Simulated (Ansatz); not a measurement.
Geometry optimisation, DFT LDA, scalar-relativistic, plane waves, PAW (Ansatz).

Input file:

```yaml
accuracy: low
crystal:
  lattice:
    - [0.0, 3.876, 3.876]
    - [3.876, 0.0, 3.876]
    - [3.876, 3.876, 0.0]
  atoms:
    - { symbol: Mg, position: [0.0, 0.0, 0.0] }
    - { symbol: O, position: [0.25, 0.25, 0.25] }
    - { symbol: Mg, position: [0.0, 0.0, 0.5] }
    - { symbol: O, position: [0.25, 0.25, 0.75] }
    - { symbol: Mg, position: [0.0, 0.5, 0.0] }
    - { symbol: O, position: [0.25, 0.75, 0.25] }
    - { symbol: Mg, position: [0.0, 0.5, 0.5] }
    - { symbol: O, position: [0.25, 0.75, 0.75] }
    - { symbol: Mg, position: [0.5, 0.0, 0.0] }
    - { symbol: O, position: [0.75, 0.25, 0.25] }
    - { symbol: Mg, position: [0.5, 0.0, 0.5] }
    - { symbol: O, position: [0.75, 0.25, 0.75] }
    - { symbol: Mg, position: [0.5, 0.5, 0.0] }
    - { symbol: O, position: [0.75, 0.75, 0.25] }
    - { symbol: Mg, position: [0.5, 0.5, 0.5] }
    - { symbol: O, position: [0.75, 0.75, 0.75] }
    - { symbol: H, position: [0.1158468, 0.124954, 0.6390057], spin: 1.0 }
magnetization:
  spin_polarized: true
basis:
  ecutwfc: 420.0
kpoints:
  mp_grid: { grid: [2, 2, 2] }
hamiltonian:
  xc: lda
  pseudopotentials: { kind: paw, azcp: { folder: soft_1 } }
scf:
  occupations: { method: fermi_dirac, width: 0.05 }
  lower_state_search: "off"
relax:
  f_tol: 0.08
  max_steps: 25
  adjacent_minimum: "off"
output:
  write_density: true
  write_potential: true
  elf: true
  volumetric_format: npy
```

Launched with:

```bash
$ ansatz run input.yaml --threads 1 --pin off --max-ram 3072MiB --backend cpu --events-out ev --progress --plain --runs-dir out
```

Q: Where does it end, and by what steps?

A: The forces met the threshold. The threshold is loose, so the end isn't yet a minimum. The force dipped under the threshold on the way, but the program's further checks kept it going. Limits of this set-up: coarse k mesh, PAW files made for another functional, low accuracy level. After 3 steps the energy has fallen by 0.334 eV; O12 moved furthest, 0.07 Å.

```csv
step,energy less start (eV),largest force component (eV/Å),accepted
0,0.0000,1.380,yes
1,-0.2162,0.794,yes
2,-0.3343,0.058,yes
3,-0.3343,0.058,yes
```

```xyz
17
Lattice="0.0000 3.8760 3.8760 3.8760 0.0000 3.8760 3.8760 3.8760 0.0000" Properties=species:S:1:pos:R:3
Mg 0.010 0.008 -0.009
O 1.901 1.900 1.975
Mg 1.935 1.933 -0.007
O 3.919 3.917 1.977
Mg 1.945 -0.004 1.932
O 3.880 1.938 3.873
Mg 3.885 1.933 1.943
O 5.776 3.917 3.834
Mg -0.002 1.944 1.932
O 1.939 3.878 3.873
Mg 1.935 3.882 1.941
O 3.919 5.774 3.834
Mg 1.945 1.944 3.879
O 3.880 3.878 5.814
Mg 3.874 3.872 3.879
O 5.816 5.814 5.813
H 2.916 2.910 0.963
```

Whether the end is a true minimum wasn't checked by a vibrational analysis.

Time of the run: 24 s on 1 thread of AMD EPYC 7R43 64-Core Processor (Zen 3), with other jobs on the host, peak memory 0.48 GiB.
